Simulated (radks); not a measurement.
**Valence configurations of La⁺**

An exercise on one series of results from a longer session: the logs are not shown, and one member is left open.

The numbers are computed with radks (a radial shooting solver on a logarithmic mesh, Libxc functionals) version 1 (scalar-relativistic Kohn-Sham, r2SCAN, spin-polarised, spherical densities, finite nucleus; open shells are filled with parallel spins first), except any that are marked as measured or tabulated.

**The atom as given**

| Property | Result |
| --- | --- |
| element | lanthanum (Z = 57) |
| charge | +1 |
| electrons | 56 |
| configuration | [Xe] 5d2 |
| nuclear rms radius | 4.855 fm |
| others tried | 5d1 6s1; 5d1 6p1; 6s2; 6p2; 6s1 6p1; 4f1 5d1 |

The outer shells:

La⁺
```
[Xe] core
5d [↑ ][↑ ][  ][  ][  ]
```

The first run:

Settings of this run:

```text
Z 57
configuration [Xe] 5d2
relativity scalar-relativistic
functional r2scan,r2scan
spin polarised
nucleus finite rms 4.855 fm
c 137.035999084
```

Among the steps run: [Xe] 5d2.

One of the session's tables, all rows but one given; the rest of the session is left out.

It belongs to the step «[Xe] 5d2». Sizes of the orbitals, from the radial functions (bohr):

```
  level     <r>  outermost maximum (interpolated)  90 % within  nodes
  4d up       ?                                 ?            ?      ?
4d down  0.7678                             0.672         1.15      1
  5s up   1.581                              1.42         2.28      4
5s down   1.567                              1.41         2.25      4
  5p up   1.832                              1.60         2.68      3
5p down   1.802                              1.59         2.62      3
  5d up   2.853                              2.23         4.43      2
5d down   2.801                              2.14         4.45      2
```

Q: Estimate the row for 4d up from the others.

**Answer.** <r>: 0.7678; outermost maximum (interpolated): 0.671; 90 % within: 1.15; nodes: 1.
